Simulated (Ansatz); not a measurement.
Write the native input for Ansatz 0.2.0 that does the following.

```
Task                : single point
Functional          : PBEsol
Potentials or basis : Ansatz PAW
Cutoff              : 420 eV (not typed: the program's choice for these potentials)
k mesh              : 5 × 5 × 6
Occupations         : fermi-dirac, width 0.05 eV
Spin                : collinear spin, ferromagnetic start
Starting moments    : [0.0, 0.0, 0.0, 2.0, 2.0, 2.0] μB
Fixed moment        : 6 μB
```

CoSn:

```
Sn Co
1.0
     5.24604    0.00000    0.00000
    -2.62302    4.54320    0.00000
     0.00000    0.00000    4.18759
Sn Co
3 3
Direct
  0.00000 0.00000 0.00000
  0.33333 0.66667 0.50000
  0.66667 0.33333 0.50000
  0.50000 0.00000 0.00000
  0.50000 0.50000 0.00000
  0.00000 0.50000 0.00000
```

The cell is a database's computed one.

One way to write it, as run:

input.yaml

```yaml
crystal:
  lattice:
    - [5.2460399276, 0.0, 0.0]
    - [-2.6230199638, 4.5432038466, 0.0]
    - [0.0, 0.0, 4.1875903]
  atoms:
    - { symbol: Sn, position: [0.0, 0.0, 0.0] }
    - { symbol: Sn, position: [0.3333333333, 0.6666666667, 0.5] }
    - { symbol: Sn, position: [0.6666666667, 0.3333333333, 0.5] }
    - { symbol: Co, position: [0.5, 0.0, 0.0], spin: 2.0 }
    - { symbol: Co, position: [0.5, 0.5, 0.0], spin: 2.0 }
    - { symbol: Co, position: [0.0, 0.5, 0.0], spin: 2.0 }
hamiltonian:
  xc: pbesol
  pseudopotentials: { kind: paw }
magnetization:
  spin_polarized: true
  initial_magnetization: 6.0
  spin_locking: { lock_magnetization: hard }
kpoints:
  mp_grid: { grid: [5, 5, 6] }
scf:
  occupations: { method: fermi_dirac, width: 0.05 }
  lower_state_search: "off"
output:
  forces: true
  stress: true
  eigenvalues: true
  write_density: true
  write_potential: true
  elf: true
  volumetric_format: npy
```

Potentials or basis: Ansatz PAW.

The run is started by

```sh
$ ansatz run input.yaml --threads 2 --pin off --max-ram 5632MiB --backend cpu --events-out ev --progress --plain --runs-dir out
```

It gave:

```json
{
  "Pressure": "7.4 GPa",
  "Net moment": "6.00 μB per cell",
  "Absolute moment": "6.07 μB per cell",
  "Site moments": "Sn +0.13, +0.08; Co +1.71 μB"
}
```

Caveat: the total moment is fixed, so each spin has its own Fermi level; the PAW data sets come from PBE, with cores solved anew for the run's functional, which leaves a small shift of forces and pressure; the thresholds are loose for stress.

It took 14 s on 2 threads of Arm Neoverse V2, with other jobs on the host, peak memory 0.5 GiB.
